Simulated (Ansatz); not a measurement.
# Mo: an axial (c/a) deformation path

The task here is to estimate one member of a computed series from the others.

Program: Ansatz 0.2.0. Level of theory: DFT r2SCAN, scalar-relativistic, plane waves, PAW. These are calculated values, not measurements.

1 further run of the same task is left out (set aside as unsound or not needed).

**The system as given**

The structure is hexagonal, space group P6/mmm (No. 191). Conventional cell: a = 2.736 Å, b = 2.736 Å, c = 2.555 Å, α = 90.00°, β = 90.00°, γ = 120.00°. Mo (site symmetry 6/mmm) has 8 Mo at 2.56 to 2.74 Å as nearest neighbours.

Coordinates:

```
Mo
1.0
     2.73551    0.00000    0.00000
    -1.36776    2.36902    0.00000
     0.00000    0.00000    2.55518
Mo
1
Direct
  0.00000 0.00000 0.50000
```

Source of the structure: the Materials Project (structure only).

The first run:

The input, input.yaml:

```yaml
crystal:
  lattice:
    - [2.7355103972, 0.0, 0.0]
    - [-1.3677551986, 2.3690214963, 0.0]
    - [0.0, 0.0, 2.5551807]
  atoms:
    - { symbol: Mo, position: [0.0, 0.0, 0.5] }
basis:
  ecutwfc: 500
kpoints:
  mp_grid: { grid: [9, 9, 8] }
hamiltonian:
  xc: r2scan
scf:
  occupations: { method: gaussian, width: 0.1 }
output:
  forces: true
  stress: true
  eigenvalues: true
```

Run with:

```
$ ansatz run input.yaml --threads 1 --pin off --max-ram 1228MiB --backend cpu --events-out ev --progress --plain --runs-dir out
```

Steps of the session up to this table: Quick check of gap, pressure and forces; The reference: the undisturbed cell on the scan's mesh; Point ρ = 0.850; ρ = 1.200; ρ = 0.920; Point ρ = 1.100.

One of the session's tables, all rows but one given; the rest of the session is left out.

The scan, with free energies counted from the undisturbed cell:

| ρ | ΔE (meV/atom) | pressure (GPa) |
| --- | --- | --- |
| 0.850 | 186.8 | 7.0 |
| 0.920 | ? | ? |
| 1.000 | 0.0 | 0.4 |
| 1.100 | 133.4 | 4.7 |
| 1.200 | 361.5 | 10.8 |

Estimate the missing values for ρ = 0.920.

Worked estimate for «ΔE (meV/atom)». A straight line through the neighbours (0.850, 186.8) and (1.000, 0.0) gives 186.8 + (0.0 − 186.8) × (0.920 − 0.850) / (1.000 − 0.850) = 99.6; a parabola fitted to 3 rows on both sides gives 41.8.

**Answer.** ΔE (meV/atom): 32.2; pressure (GPa): 0.8. In «ΔE (meV/atom)» the line misses by +67.4 and the parabola by +9.6.
